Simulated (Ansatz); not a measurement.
Ni, space group Fm-3m, a convergence test of the k-point mesh

Program: Ansatz's Python interface.

Contents of `ni.cif`:
```cif
data_Ni
_cell_length_a 2.491752
_cell_length_b 2.491752
_cell_length_c 2.491752
_cell_angle_alpha 60.00000
_cell_angle_beta 60.00000
_cell_angle_gamma 60.00000
_symmetry_space_group_name_H-M 'P 1'
_symmetry_Int_Tables_number 1
loop_
_symmetry_equiv_pos_as_xyz
'x, y, z'
loop_
_atom_site_label
_atom_site_type_symbol
_atom_site_fract_x
_atom_site_fract_y
_atom_site_fract_z
Ni1 Ni    0.000000    0.000000    0.000000
```

The cells in order, each with its output:

```python
import ansatz as az
from ase.io import read
import pandas as pd
```

```python
atoms = read("ni.cif")
xtal = az.Crystal.from_ase(atoms).moments(Ni=1.5)

xtal.resolved().sites[-1]
```

    Site(symbol='Ni', position=(0.0, 0.0, 0.0), moment=None, axis=None, held=None, saved=None)

```python
model = (
    xtal.calculation()
    .occupations("Fermi-Dirac", width=0.15)
    .spin("collinear")
    .stress()
)

rows = []
for value in [0.8, 0.6, 0.5, 0.4, 0.33]:
    data = model.kpoints(spacing=value).run(threads=1).report
    rows.append((value, data["free_energy_ev"] / len(data["lattice"]["sites"]), data["n_iterations"], sum(data["stress_gpa"][i][i] for i in range(3)) / 3, data["magnetization_mub"], data["n_kpoints"]))
```

    DeckWarning: basis.ecutwfc = 420 eV, auto-derived from the records' recommended cutoffs: set by Ni (normal level)

```python
table = pd.DataFrame(rows, columns=["spacing (1/A)", "F/atom (eV)", "iterations", "P (GPa)", "moment (muB)", "k-points"])
table.round(5)
```

       spacing (1/A)  F/atom (eV)  iterations  P (GPa)  moment (muB)  k-points
    0           0.80  -5839.84136          10 -3.51347       0.53527         8
    1           0.60  -5839.80330           9 -0.83593       0.58749        16
    2           0.50  -5839.77705          12 -0.42000       0.53693        20
    3           0.40  -5839.78290          10  0.12960       0.66420        29
    4           0.33  -5839.78158          10  0.10002       0.64561        47

```python
# differences from the last row
for row in rows[:-1]:
    shift = 1000 * (row[1] - rows[-1][1])
    print(f"{row[0]}: {shift:+.2f} meV/atom" + ("  (within 5 meV)" if abs(shift) < 5 else ""))
```

    0.8: -59.78 meV/atom
    0.6: -21.72 meV/atom
    0.5: +4.52 meV/atom  (within 5 meV)
    0.4: -1.32 meV/atom  (within 5 meV)

From a spacing of 0.5 (7×7×7) on it stays within 5 meV an atom of the value at a spacing of 0.33 (10×10×10); the first row (a spacing of 0.8 (4×4×4)) is off by 59.8 meV and the last but one by 1.32 meV. This holds for F at a smearing of 0.15 eV; a narrower one needs a denser mesh. It goes up and down, since the sum over k-points isn't variational. The pressure moves from -3.51 to 0.10 GPa.

What to keep in mind:
- The magnetic order follows from the starting moments and needn't be the lowest.
- The overall sign of a collinear moment is arbitrary, and semilocal functionals can give small moments to compounds that are paramagnetic.
- A Fermi-Dirac width this large means warm electrons, whose thermal share enters the free energy.
- Pressure is positive in compression.
- No functional is typed, so the default, PBE, holds.
- Warnings are shown shortened and without file and line.
- Shifts are counted from the finest mesh, which is itself no proven limit.
- Run time: 7.3 s on 1 thread of Arm Neoverse V1, on a shared host, peak memory 0.42 GiB.
